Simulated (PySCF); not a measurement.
**A gas-phase reaction: ClH2O2Sb + H2 → H3O2Sb + ClH**

Aim: the reaction energy of `[OH][Sb]([OH])[Cl]` + `[H][H]` → `[OH][SbH][OH]` + `Cl`.

Programs: PySCF 2.14.0. All values are calculated, for the isolated system unless a continuum is named. Atoms count from 0, parts from 1.

## Step 1: The system as given

Each species was relaxed by itself at PBE0-D3(BJ)/def2-SVPD.

## Step 2: Energies of the species: wB97M-D3(BJ)/def2-TZVPD

Job settings and geometry (Å):

```
{"job": {"kind": "react", "xc": "wB97M-D3(BJ)", "basis": "def2-TZVPD"}, "charge": 0, "multiplicity": 1}
-1 ClH2O2Sb charge 0 multiplicity 1
O      1.624970    -0.439300     0.344230
Sb     0.000200     0.429910     1.054390
O     -1.349750    -0.792000     0.272600
Cl    -0.279010     2.065180    -0.686730
H      1.548310    -0.733630    -0.571820
H     -1.668820    -0.494870    -0.588540

-1 H2 charge 0 multiplicity 1
H      0.380220     0.007450    -0.002380
H     -0.380220    -0.007450     0.002380

+1 H3O2Sb charge 0 multiplicity 1
O      0.862710    -0.897050    -0.820870
Sb    -0.626100     0.438940    -0.695650
O     -1.075270     0.220680     1.235780
H      0.549270    -1.769040    -1.081510
H      0.562040     1.666290    -0.452300
H     -0.308540     0.295720     1.814550

+1 ClH charge 0 multiplicity 1
Cl     0.644710     0.004720    -0.000170
H     -0.643480    -0.003130     0.001140
```

Method: wB97M-D3(BJ)/def2-TZVPD reaction energy of separated species, gas phase.

Command:

```sh
> OMP_NUM_THREADS=1 python cluster_run.py task.json out
```

One launch serves the whole session: the jobs run in the order shown.

The log of the run:

```text
species 1 (ClH2O2Sb)
coarse grid: 29648 points
cycle   1  E = -851.3719185060  dE = -3.762e+01  |g| = 2.461e+00  |ddm| = 1.581e+01
cycle   2  E = -851.8147405935  dE = -4.428e-01  |g| = 2.022e+00  |ddm| = 5.679e+00
cycle   3  E = -852.3994727329  dE = -5.847e-01  |g| = 1.709e-01  |ddm| = 2.000e+00
cycle   4  E = -852.4010754598  dE = -1.603e-03  |g| = 1.578e-01  |ddm| = 2.310e-01
cycle   5  E = -852.4052515232  dE = -4.176e-03  |g| = 2.051e-02  |ddm| = 9.459e-02
cycle   6  E = -852.4053506832  dE = -9.916e-05  |g| = 5.166e-03  |ddm| = 2.388e-02
cycle   7  E = -852.4053654196  dE = -1.474e-05  |g| = 1.444e-03  |ddm| = 1.425e-02
cycle   8  E = -852.4053662895  dE = -8.700e-07  |g| = 3.257e-04  |ddm| = 3.315e-03
final grid: 58952 points
cycle   9  E = -852.4054337100  dE = -3.225e-07  |g| = 2.904e-04  |ddm| = 5.294e-03
cycle  10  E = -852.4054337278  dE = -1.780e-08  |g| = 2.386e-04  |ddm| = 8.067e-04
cycle  11  E = -852.4054337376  dE = -9.812e-09  |g| = 7.057e-05  |ddm| = 1.792e-04
cycle  12  E = -852.4054337391  dE = -1.517e-09  |g| = 3.196e-05  |ddm| = 1.033e-04
cycle  13  E = -852.4054337396  dE = -4.143e-10  |g| = 6.075e-06  |ddm| = 5.755e-05
converged SCF energy = -852.4054337396

species 2 (H2)
coarse grid: 4944 points
cycle   1  E = -1.1694185185  dE = -2.751e-01  |g| = 9.865e-03  |ddm| = 4.504e-01
cycle   2  E = -1.1694527632  dE = -3.424e-05  |g| = 1.161e-03  |ddm| = 9.676e-03
cycle   3  E = -1.1694534454  dE = -6.822e-07  |g| = 1.815e-04  |ddm| = 1.918e-03
final grid: 10744 points
cycle   4  E = -1.1694520568  dE = -2.407e-08  |g| = 4.114e-05  |ddm| = 3.871e-04
cycle   5  E = -1.1694520581  dE = -1.270e-09  |g| = 9.629e-06  |ddm| = 9.176e-05
cycle   6  E = -1.1694520582  dE = -7.529e-11  |g| = 3.020e-07  |ddm| = 2.873e-05
converged SCF energy = -1.1694520582

species 3 (H3O2Sb)
coarse grid: 25808 points
cycle   1  E = -391.7367255312  dE = -3.782e+01  |g| = 2.374e+00  |ddm| = 1.584e+01
cycle   2  E = -392.2570518513  dE = -5.203e-01  |g| = 1.849e+00  |ddm| = 5.502e+00
cycle   3  E = -392.6745900876  dE = -4.175e-01  |g| = 8.583e-02  |ddm| = 1.782e+00
cycle   4  E = -392.6755834394  dE = -9.934e-04  |g| = 7.839e-02  |ddm| = 1.405e-01
cycle   5  E = -392.6766201146  dE = -1.037e-03  |g| = 1.568e-02  |ddm| = 4.844e-02
cycle   6  E = -392.6766900629  dE = -6.995e-05  |g| = 5.194e-03  |ddm| = 2.003e-02
cycle   7  E = -392.6766999875  dE = -9.925e-06  |g| = 2.265e-03  |ddm| = 9.539e-03
final grid: 52576 points
cycle   8  E = -392.6767250823  dE = -4.629e-07  |g| = 2.844e-03  |ddm| = 3.823e-03
cycle   9  E = -392.6767241125  dE =  9.698e-07  |g| = 3.843e-03  |ddm| = 3.346e-03
cycle  10  E = -392.6767265642  dE = -2.452e-06  |g| = 1.588e-04  |ddm| = 1.848e-03
cycle  11  E = -392.6767265827  dE = -1.855e-08  |g| = 1.215e-04  |ddm| = 3.841e-04
cycle  12  E = -392.6767265888  dE = -6.035e-09  |g| = 3.449e-05  |ddm| = 2.275e-04
cycle  13  E = -392.6767265891  dE = -2.899e-10  |g| = 5.858e-06  |ddm| = 3.673e-05
converged SCF energy = -392.6767265891

species 4 (ClH)
coarse grid: 8792 points
cycle   1  E = -460.8503333508  dE = -8.165e-02  |g| = 2.169e-01  |ddm| = 7.239e-01
cycle   2  E = -460.8625128159  dE = -1.218e-02  |g| = 1.397e-01  |ddm| = 2.651e-01
cycle   3  E = -460.8670521688  dE = -4.539e-03  |g| = 1.358e-02  |ddm| = 9.818e-02
cycle   4  E = -460.8670932516  dE = -4.108e-05  |g| = 3.364e-03  |ddm| = 9.545e-03
cycle   5  E = -460.8670994999  dE = -6.248e-06  |g| = 8.515e-04  |ddm| = 3.915e-03
final grid: 17120 points
cycle   6  E = -460.8670682582  dE = -3.716e-07  |g| = 3.676e-04  |ddm| = 8.893e-04
cycle   7  E = -460.8670683045  dE = -4.628e-08  |g| = 1.618e-04  |ddm| = 3.981e-04
cycle   8  E = -460.8670683111  dE = -6.573e-09  |g| = 4.221e-05  |ddm| = 1.295e-04
cycle   9  E = -460.8670683124  dE = -1.315e-09  |g| = 3.977e-06  |ddm| = 6.531e-05
cycle  10  E = -460.8670683124  dE = -6.253e-12  |g| = 8.167e-07  |ddm| = 3.314e-06
converged SCF energy = -460.8670683124

Reaction energy = 20.204 kcal/mol
```

Run time: 24 s. Hardware: 1 thread of Arm Neoverse V1, shared host; peak memory 0.68 GiB.

Species by species (with the dispersion term, which the log's SCF energies lack):

```tsv
ν	species	energy (Eh)	HOMO (eV)
-1	[OH][Sb]([OH])[Cl]	-852.41133	-10.86
-1	[H][H]	-1.16967	-14.48
+1	[OH][SbH][OH]	-392.68118	-10.01
+1	Cl	-460.86761	-11.93
```

## Step 3: Energies of the species: PBE0-D3(BJ)/def2-TZVPD

Same as in step 2 but for these lines:

```diff
@@ -1,2 +1,2 @@
-{"job": {"kind": "react", "xc": "wB97M-D3(BJ)", "basis": "def2-TZVPD"}, "charge": 0, "multiplicity": 1}
+{"job": {"kind": "react", "xc": "PBE0", "basis": "def2-TZVPD", "disp": "d3bj"}, "charge": 0, "multiplicity": 1}
 -1 ClH2O2Sb charge 0 multiplicity 1
```

With the program's defaults for keys left out, this is: PBE0-D3(BJ)/def2-TZVPD reaction energy of separated species, gas phase.

The log of the run:

```text
species 1 (ClH2O2Sb)
coarse grid: 29648 points
cycle   1  E = -850.1544896825  dE = -3.661e+01  |g| = 3.097e+00  |ddm| = 1.592e+01
cycle   2  E = -847.5380395126  dE =  2.616e+00  |g| = 4.247e+00  |ddm| = 8.830e+00
cycle   3  E = -851.8619222573  dE = -4.324e+00  |g| = 7.157e-01  |ddm| = 6.009e+00
cycle   4  E = -851.8840138839  dE = -2.209e-02  |g| = 6.888e-01  |ddm| = 9.203e-01
cycle   5  E = -851.9658864078  dE = -8.187e-02  |g| = 1.620e-01  |ddm| = 4.958e-01
cycle   6  E = -851.9721423328  dE = -6.256e-03  |g| = 2.031e-02  |ddm| = 1.320e-01
cycle   7  E = -851.9722053460  dE = -6.301e-05  |g| = 9.790e-03  |ddm| = 2.883e-02
cycle   8  E = -851.9722246034  dE = -1.926e-05  |g| = 3.185e-03  |ddm| = 1.018e-02
cycle   9  E = -851.9722258661  dE = -1.263e-06  |g| = 1.920e-03  |ddm| = 3.040e-03
final grid: 58952 points
cycle  10  E = -851.9722887284  dE =  1.918e-06  |g| = 3.937e-03  |ddm| = 5.181e-03
cycle  11  E = -851.9722793556  dE =  9.373e-06  |g| = 8.141e-03  |ddm| = 7.169e-03
cycle  12  E = -851.9722915982  dE = -1.224e-05  |g| = 1.601e-04  |ddm| = 4.796e-03
cycle  13  E = -851.9722916038  dE = -5.638e-09  |g| = 2.299e-05  |ddm| = 1.572e-04
cycle  14  E = -851.9722916040  dE = -1.205e-10  |g| = 7.383e-06  |ddm| = 2.852e-05
converged SCF energy = -851.9722916040

species 2 (H2)
coarse grid: 1240 points
cycle   1  E = -1.1670612356  dE = -2.327e-01  |g| = 2.266e-02  |ddm| = 4.588e-01
cycle   2  E = -1.1672486768  dE = -1.874e-04  |g| = 3.233e-03  |ddm| = 1.896e-02
cycle   3  E = -1.1672531328  dE = -4.456e-06  |g| = 9.769e-05  |ddm| = 2.761e-03
final grid: 10744 points
cycle   4  E = -1.1681371641  dE = -1.930e-06  |g| = 2.741e-04  |ddm| = 1.572e-03
cycle   5  E = -1.1681371924  dE = -2.828e-08  |g| = 3.989e-05  |ddm| = 2.445e-04
cycle   6  E = -1.1681371931  dE = -6.319e-10  |g| = 1.264e-06  |ddm| = 3.105e-05
converged SCF energy = -1.1681371931

species 3 (H3O2Sb)
coarse grid: 25808 points
cycle   1  E = -391.1630357660  dE = -3.725e+01  |g| = 2.712e+00  |ddm| = 1.593e+01
cycle   2  E = -391.1898819976  dE = -2.685e-02  |g| = 2.940e+00  |ddm| = 7.619e+00
cycle   3  E = -392.4386281957  dE = -1.249e+00  |g| = 1.371e-01  |ddm| = 3.951e+00
cycle   4  E = -392.4330964965  dE =  5.532e-03  |g| = 2.225e-01  |ddm| = 2.524e-01
cycle   5  E = -392.4421576017  dE = -9.061e-03  |g| = 2.645e-02  |ddm| = 1.408e-01
cycle   6  E = -392.4422649061  dE = -1.073e-04  |g| = 8.592e-03  |ddm| = 2.235e-02
cycle   7  E = -392.4422748781  dE = -9.972e-06  |g| = 4.566e-03  |ddm| = 8.236e-03
cycle   8  E = -392.4422786299  dE = -3.752e-06  |g| = 8.132e-04  |ddm| = 3.231e-03
final grid: 52576 points
cycle   9  E = -392.4422786663  dE =  8.747e-08  |g| = 1.347e-03  |ddm| = 2.508e-03
cycle  10  E = -392.4422778408  dE =  8.255e-07  |g| = 2.530e-03  |ddm| = 2.217e-03
cycle  11  E = -392.4422789931  dE = -1.152e-06  |g| = 1.680e-04  |ddm| = 1.446e-03
cycle  12  E = -392.4422789983  dE = -5.171e-09  |g| = 3.725e-05  |ddm| = 1.322e-04
cycle  13  E = -392.4422789986  dE = -2.589e-10  |g| = 1.082e-05  |ddm| = 3.054e-05
converged SCF energy = -392.4422789986

species 4 (ClH)
coarse grid: 2248 points
cycle   1  E = -460.6537843374  dE = -4.644e-02  |g| = 1.882e-01  |ddm| = 7.411e-01
cycle   2  E = -460.6558531317  dE = -2.069e-03  |g| = 1.902e-01  |ddm| = 3.151e-01
cycle   3  E = -460.6653817139  dE = -9.529e-03  |g| = 1.506e-02  |ddm| = 1.513e-01
cycle   4  E = -460.6654037709  dE = -2.206e-05  |g| = 2.693e-03  |ddm| = 7.323e-03
cycle   5  E = -460.6654053188  dE = -1.548e-06  |g| = 1.111e-03  |ddm| = 2.553e-03
final grid: 17120 points
cycle   6  E = -460.6658903672  dE = -4.429e-06  |g| = 2.164e-03  |ddm| = 7.339e-03
cycle   7  E = -460.6658903967  dE = -2.956e-08  |g| = 1.795e-03  |ddm| = 2.512e-03
cycle   8  E = -460.6658910143  dE = -6.176e-07  |g| = 1.533e-04  |ddm| = 1.363e-03
cycle   9  E = -460.6658910212  dE = -6.902e-09  |g| = 2.148e-05  |ddm| = 1.086e-04
cycle  10  E = -460.6658910213  dE = -9.993e-11  |g| = 4.933e-06  |ddm| = 1.682e-05
converged SCF energy = -460.6658910213

Reaction energy = 21.139 kcal/mol
```

Wall time 13 s (1 thread of Arm Neoverse V1, shared host); peak memory 0.63 GiB.

Reaction energy at this level: 21.14 kcal/mol.

## Step 4: Reaction energy: MP2/def2-TZVPD

Same as in step 3 but for these lines:

```diff
@@ -1,2 +1,2 @@
-{"job": {"kind": "react", "xc": "PBE0", "basis": "def2-TZVPD", "disp": "d3bj"}, "charge": 0, "multiplicity": 1}
+{"job": {"kind": "react", "xc": "MP2", "basis": "def2-TZVPD"}, "charge": 0, "multiplicity": 1}
 -1 ClH2O2Sb charge 0 multiplicity 1
```

Level: MP2/def2-TZVPD reaction energy of separated species, gas phase.

The log of the run:

```text
species 1 (ClH2O2Sb)
final grid: 58952 points
cycle   1  E = -849.1497224565  dE = -3.859e+01  |g| = 2.254e+00  |ddm| = 1.604e+01
cycle   2  E = -849.6703935183  dE = -5.207e-01  |g| = 1.008e+00  |ddm| = 4.045e+00
cycle   3  E = -849.8089771099  dE = -1.386e-01  |g| = 1.074e-01  |ddm| = 1.098e+00
cycle   4  E = -849.8116773052  dE = -2.700e-03  |g| = 3.041e-02  |ddm| = 1.497e-01
cycle   5  E = -849.8119190453  dE = -2.417e-04  |g| = 1.164e-02  |ddm| = 3.539e-02
cycle   6  E = -849.8119723235  dE = -5.328e-05  |g| = 3.789e-03  |ddm| = 2.153e-02
cycle   7  E = -849.8119767049  dE = -4.381e-06  |g| = 7.804e-04  |ddm| = 5.453e-03
cycle   8  E = -849.8119770721  dE = -3.673e-07  |g| = 1.973e-04  |ddm| = 1.822e-03
cycle   9  E = -849.8119770999  dE = -2.780e-08  |g| = 6.436e-05  |ddm| = 4.106e-04
cycle  10  E = -849.8119771038  dE = -3.806e-09  |g| = 2.467e-05  |ddm| = 1.741e-04
cycle  11  E = -849.8119771042  dE = -4.093e-10  |g| = 8.757e-06  |ddm| = 5.536e-05
converged SCF energy = -849.8119771042

species 2 (H2)
final grid: 10744 points
cycle   1  E = -1.1312981407  dE = -3.213e-01  |g| = 4.426e-02  |ddm| = 4.479e-01
cycle   2  E = -1.1322329289  dE = -9.348e-04  |g| = 7.183e-03  |ddm| = 3.751e-02
cycle   3  E = -1.1322676291  dE = -3.470e-05  |g| = 8.111e-04  |ddm| = 1.078e-02
cycle   4  E = -1.1322680441  dE = -4.150e-07  |g| = 2.771e-05  |ddm| = 1.627e-03
cycle   5  E = -1.1322680446  dE = -4.855e-10  |g| = 2.610e-06  |ddm| = 6.834e-05
converged SCF energy = -1.1322680446

species 3 (H3O2Sb)
final grid: 52576 points
cycle   1  E = -390.1659804455  dE = -3.873e+01  |g| = 2.243e+00  |ddm| = 1.606e+01
cycle   2  E = -390.7063956293  dE = -5.404e-01  |g| = 9.646e-01  |ddm| = 4.033e+00
cycle   3  E = -390.8152224937  dE = -1.088e-01  |g| = 8.441e-02  |ddm| = 1.019e+00
cycle   4  E = -390.8169616579  dE = -1.739e-03  |g| = 2.270e-02  |ddm| = 1.333e-01
cycle   5  E = -390.8171552056  dE = -1.935e-04  |g| = 1.138e-02  |ddm| = 3.052e-02
cycle   6  E = -390.8172078102  dE = -5.260e-05  |g| = 3.447e-03  |ddm| = 1.708e-02
cycle   7  E = -390.8172129609  dE = -5.151e-06  |g| = 1.225e-03  |ddm| = 4.736e-03
cycle   8  E = -390.8172140598  dE = -1.099e-06  |g| = 3.265e-04  |ddm| = 2.869e-03
cycle   9  E = -390.8172141411  dE = -8.125e-08  |g| = 1.233e-04  |ddm| = 7.974e-04
cycle  10  E = -390.8172141499  dE = -8.880e-09  |g| = 5.397e-05  |ddm| = 2.547e-04
cycle  11  E = -390.8172141513  dE = -1.377e-09  |g| = 1.666e-05  |ddm| = 8.401e-05
cycle  12  E = -390.8172141515  dE = -1.827e-10  |g| = 4.158e-06  |ddm| = 3.562e-05
converged SCF energy = -390.8172141515

species 4 (ClH)
final grid: 17120 points
cycle   1  E = -460.0817352426  dE = -1.008e-01  |g| = 2.132e-01  |ddm| = 7.101e-01
cycle   2  E = -460.0969052355  dE = -1.517e-02  |g| = 8.401e-02  |ddm| = 2.053e-01
cycle   3  E = -460.0986385958  dE = -1.733e-03  |g| = 1.826e-02  |ddm| = 5.472e-02
cycle   4  E = -460.0988471613  dE = -2.086e-04  |g| = 6.315e-03  |ddm| = 1.638e-02
cycle   5  E = -460.0988771608  dE = -3.000e-05  |g| = 1.289e-03  |ddm| = 7.398e-03
cycle   6  E = -460.0988783769  dE = -1.216e-06  |g| = 2.807e-04  |ddm| = 1.659e-03
cycle   7  E = -460.0988784301  dE = -5.326e-08  |g| = 4.150e-05  |ddm| = 4.895e-04
cycle   8  E = -460.0988784309  dE = -7.331e-10  |g| = 7.806e-06  |ddm| = 6.177e-05
converged SCF energy = -460.0988784309

Reaction energy = 23.996 kcal/mol
```

It took 6.9 s on 1 thread of Arm Neoverse V1, shared host; peak memory 0.53 GiB.

Reaction energy at this level: 24.00 kcal/mol.

## Step 5: Side by side

Energies in kcal/mol, with wall time:

```tsv
run	reaction	time
wB97M-D3(BJ)/def2-TZVPD	20.20	24 s
PBE0-D3(BJ)/def2-TZVPD	21.14	13 s
MP2/def2-TZVPD	24.00	6.9 s
```

## Step 6: What came out

| quantity | value |
| --- | --- |
| reaction energy (wB97M-D3(BJ)/def2-TZVPD) | 20.20 kcal/mol |
| ΔH, ΔG at 298 K (xTB thermal terms) | +20.8, +19.4 kcal/mol |
| range of the reaction energy over the runs of this table | 20.20 to 24.00 kcal/mol |

In words: The reaction is endothermic by 20.8 kcal/mol in the gas phase; dispersion gives +0.69, and xTB itself gave 23.82 for the electronic energy (xTB energies and thermal terms come from the earlier relaxation of each species, not shown). No barrier was sought. The reaction energy runs from 20.20 (wB97M-D3(BJ)/def2-TZVPD) to 24.00 kcal/mol (MP2/def2-TZVPD).
